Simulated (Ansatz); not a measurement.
**FHf, Hf, F: batch of points and single point**

Aim: for FHf, Hf, F, 6 runs in a chain (batch of points and single point).

Program: Ansatz 0.2.0. Level of theory: DFT unrestricted PBE, Gaussian basis def2-TZVPP, and further levels as typed in the inputs. These are calculated values, not measurements.

## 1. The system as given

Bond lengths: Hf1–F2 1.850 Å.

Structure file:

```xyz
2

Hf    0.0000    0.0000    0.0000
F     0.0000    0.0000    1.8500
```

## 2. Batch of points: FHf

File input.yaml:

```yaml
magnetization:
  spin_polarized: true
  initial_magnetization: 1
basis:
  gaussian: { orbitals: def2-TZVPP }
hamiltonian:
  xc: pbe
batch:
  members: [s0.yaml, s1.yaml, s2.yaml, s3.yaml, s4.yaml, s5.yaml, s6.yaml, s7.yaml, s8.yaml, s9.yaml, s10.yaml]
# s1.yaml, one of 11 members:
crystal:
  periodic: [false, false, false]
  atoms:
    - { symbol: Hf, position_ang: [0.0, 0.0, 0.0] }
    - { symbol: F, position_ang: [0.0, 0.0, 1.71] }
```

Standard output (excerpt; [...] marks lines left out):

```text
Warning: RAYON_NUM_THREADS=6 ignored (pool sized by the plan → 6); use --threads N
[...]
Functional definition: PBE
[...]
Member 0: Total energy: -4021.07040616 eV, -147.7716118471 hartree
Member 1: Total energy: -4021.47455340 eV, -147.7864639842 hartree
Member 2: Total energy: -4021.68806231 eV, -147.7943102918 hartree
Member 5: Total energy: -4021.90801660 eV, -147.8023934630 hartree
Member 3: Total energy: -4021.82240892 eV, -147.7992474388 hartree
Member 4: Total energy: -4021.89175290 eV, -147.8017957828 hartree
Member 6: Total energy: -4021.88120458 eV, -147.8014081393 hartree
Member 7: Total energy: -4021.79972902 eV, -147.7984139676 hartree
Member 9: Total energy: -4021.38642666 eV, -147.7832253862 hartree
Member 8: Total energy: -4021.64890341 eV, -147.7928712287 hartree
Member 10: Total energy: -4021.00143772 eV, -147.7690773037 hartree
```

Wall time 61 s (6 threads of Arm Neoverse N1, shared host); peak memory 0.71 GiB.

Energies in eV above the lowest point:

```tsv
Hf1–F2 (Å)	energy
1.660	0.838
1.710	0.433
1.750	0.220
1.790	0.086
1.830	0.016
1.870	0.000
1.910	0.027
1.960	0.108
2.020	0.259
2.100	0.522
2.200	0.907
```

## 3. Batch of points: PBE, Gaussian basis def2-TZVPP, charge +1

input.yaml: that of step 2 with these lines changed.

```diff
@@ -1,4 +1,2 @@
-magnetization:
-  spin_polarized: true
-  initial_magnetization: 1
+total_charge: 1
 basis:
@@ -14,2 +12,2 @@
     - { symbol: Hf, position_ang: [0.0, 0.0, 0.0] }
-    - { symbol: F, position_ang: [0.0, 0.0, 1.71] }
+    - { symbol: F, position_ang: [0.0, 0.0, 1.64] }
```

Standard output (excerpt; [...] marks lines left out):

```text
Warning: RAYON_NUM_THREADS=6 ignored (pool sized by the plan → 6); use --threads N
[...]
[... 1 set-up line as earlier in the session ...]
[...]
Member 2: Total energy: -4014.28652479 eV, -147.5223088048 hartree
Member 1: Total energy: -4013.97390046 eV, -147.5108200728 hartree
Member 3: Total energy: -4014.48828205 eV, -147.5297232474 hartree
Member 0: Total energy: -4013.39139742 eV, -147.4894134806 hartree
Member 4: Total energy: -4014.59877717 eV, -147.5337838681 hartree
Member 5: Total energy: -4014.63454503 eV, -147.5350983128 hartree
Member 6: Total energy: -4014.60945162 eV, -147.5341761468 hartree
Member 7: Total energy: -4014.51007737 eV, -147.5305242106 hartree
Member 8: Total energy: -4014.31516321 eV, -147.5233612473 hartree
Member 9: Total energy: -4013.96698077 eV, -147.5105657787 hartree
Member 10: Total energy: -4013.44854284 eV, -147.4915135361 hartree
```

Run time: 11 s. Hardware: 6 threads of Arm Neoverse N1, shared host; peak memory 0.43 GiB.

Energies in eV above the lowest point:

```tsv
Hf1–F2 (Å)	energy
1.590	1.243
1.640	0.661
1.680	0.348
1.720	0.146
1.760	0.036
1.800	0.000
1.840	0.025
1.890	0.124
1.950	0.319
2.030	0.668
2.130	1.186
```

## 4. Single point: Hf, unrestricted PBE, Gaussian basis def2-TZVPP, charge +0

File input.yaml:

```yaml
crystal:
  periodic: [false, false, false]
  atoms:
    - { symbol: Hf, position_ang: [0.0, 0.0, 0.0] }
magnetization:
  spin_polarized: true
  initial_magnetization: 2
basis:
  gaussian: { orbitals: def2-TZVPP }
hamiltonian:
  xc: pbe
```

Run with:

```console
> ansatz run input.yaml --threads 6 --pin off --max-ram 10240MiB --backend cpu --events-out ev --progress --plain --runs-dir out
```

Standard output (excerpt; [...] marks lines left out):

```text
Warning: RAYON_NUM_THREADS=6 ignored (pool sized by the plan → 6); use --threads N
[...]
[... 1 set-up line as earlier in the session ...]
[...]
358 factors; their error is unknown
[...]
mean field -1302.68625068 eV, -47.8728367199 hartree, gradient 2.9e-6 eV, S^2 2.003417; 16 other end points of the search recorded, 0 dependent functions left out
reference -1302.68627483 eV, -47.8728376076 hartree; 7, 5 occupied and 49, 51 virtual orbitals, 358 factors
Total energy: -1302.68627483 eV, -47.8728376076 hartree
```

Run time: 4.5 s. Hardware: 6 threads of Arm Neoverse N1, shared host; peak memory 0.11 GiB.

## 5. Single point: charge +1

input.yaml: that of step 4 with these lines changed.

```diff
@@ -6,3 +6,4 @@
   spin_polarized: true
-  initial_magnetization: 2
+  initial_magnetization: 1
+total_charge: 1
 basis:
```

Run with:

```console
> ansatz run input.yaml --threads 6 --pin off --max-ram 10240MiB --backend cpu --events-out ev --progress --plain --runs-dir out
```

Standard output (excerpt; [...] marks lines left out):

```text
Warning: RAYON_NUM_THREADS=6 ignored (pool sized by the plan → 6); use --threads N
[...]
[... 1 set-up line as earlier in the session ...]
[...]
358 factors; their error is unknown
[...]
mean field -1295.89267161 eV, -47.6231772942 hartree, gradient 4.3e-5 eV, S^2 1.365202; 15 other end points of the search recorded, 0 dependent functions left out
reference -1295.89270265 eV, -47.6231784346 hartree; 6, 5 occupied and 50, 51 virtual orbitals, 358 factors
Total energy: -1295.89270265 eV, -47.6231784346 hartree
```

It took 4 s on 6 threads of Arm Neoverse N1, shared host; peak memory 0.11 GiB.

## 6. Single point

input.yaml: that of step 5 with these lines changed.

```diff
@@ -6,3 +6,3 @@
   spin_polarized: true
-  initial_magnetization: 1
+  initial_magnetization: 3
 total_charge: 1
```

Run with:

```console
> ansatz run input.yaml --threads 6 --pin off --max-ram 10240MiB --backend cpu --events-out ev --progress --plain --runs-dir out
```

Standard output (excerpt; [...] marks lines left out):

```text
Warning: RAYON_NUM_THREADS=6 ignored (pool sized by the plan → 6); use --threads N
[...]
[... 1 set-up line as earlier in the session ...]
[...]
358 factors; their error is unknown
[...]
mean field -1295.70408011 eV, -47.6162466843 hartree, gradient 2.5e-5 eV, S^2 3.750742; 10 other end points of the search recorded, 0 dependent functions left out
reference -1295.70411655 eV, -47.6162480234 hartree; 7, 4 occupied and 49, 52 virtual orbitals, 358 factors
Total energy: -1295.70411655 eV, -47.6162480234 hartree
```

It took 2.9 s on 6 threads of Arm Neoverse N1, shared host; peak memory 0.11 GiB.

## 7. Single point: F, charge +0

File input.yaml:

```yaml
crystal:
  periodic: [false, false, false]
  atoms:
    - { symbol: F, position_ang: [0.0, 0.0, 0.0] }
magnetization:
  spin_polarized: true
  initial_magnetization: 1
basis:
  gaussian: { orbitals: def2-TZVPP }
hamiltonian:
  xc: pbe
```

Run with:

```console
> ansatz run input.yaml --threads 6 --pin off --max-ram 10240MiB --backend cpu --events-out ev --progress --plain --runs-dir out
```

Standard output:

```text
Warning: RAYON_NUM_THREADS=6 ignored (pool sized by the plan → 6); use --threads N
Engine: ansatz 0.2.0, aarch64-unknown-linux-gnu
[... 1 set-up line as earlier in the session ...]
  parameter kappa = 0.804
  parameter beta = 0.06672455060314922
  exchange = pbe_x(kappa = kappa, mu = beta*pi^2/3)
  correlation = pbe_c(beta = beta)
156 factors; their error is unknown
mean field evaluation 1: about -2712.0009 eV, gradient 8.0e0 eV
mean field evaluation 2: about -2712.0448 eV, gradient 6.0e0 eV
mean field evaluation 4: about -2712.1359 eV, gradient 2.6e-2 eV
mean field evaluation 8: about -2712.1350 eV, gradient 4.3e-4 eV
mean field evaluation 16: about -2712.1350 eV, gradient 9.4e-3 eV
mean field -2712.13499483 eV, -99.6691227088 hartree, gradient 2.7e-5 eV, S^2 0.751267; 2 other end points of the search recorded, 0 dependent functions left out
reference -2712.13500270 eV, -99.6691229982 hartree; 5, 4 occupied and 26, 27 virtual orbitals, 156 factors
Total energy: -2712.13500270 eV, -99.6691229982 hartree
```

It took 0.25 s on 6 threads of Arm Neoverse N1, shared host; peak memory 0.063 GiB.

## 8. The runs side by side

| step | system | level | set | energy above the lowest (eV) | charge | 2S+1 typed | ⟨S²⟩ | dipole (D) | time |
| --- | --- | --- | --- | --- | --- | --- | --- | --- | --- |
| 4 | Hf | unrestricted PBE, Gaussian basis def2-TZVPP | A | n/a | 0 | 3 | 2.00 | n/a | 4.5 s |
| 5 | Hf | unrestricted PBE, Gaussian basis def2-TZVPP | B | 0.000 | 1 | 2 | 1.37 | n/a | 4 s |
| 6 | Hf | unrestricted PBE, Gaussian basis def2-TZVPP | B | 0.189 | 1 | 4 | 3.75 | n/a | 2.9 s |
| 7 | F | unrestricted PBE, Gaussian basis def2-TZVPP | C | n/a | 0 | 2 | 0.75 | n/a | 0.25 s |

Energies compare only among runs of one formula, size, charge, level and basis; each such set counts from its lowest member. The letters name the sets, whose settings differ as the inputs show.

```
                                quantity   value
lowest point of the Hf1–F2 scan (step 2)  1.87 Å
lowest point of the Hf1–F2 scan (step 3)  1.80 Å
```

**Reading.** In step 5 ⟨S²⟩ lies far over S(S+1): such a determinant mixes spin states (near 1 for a typed singlet, half singlet and half triplet), so its energy isn't that of the typed multiplicity.
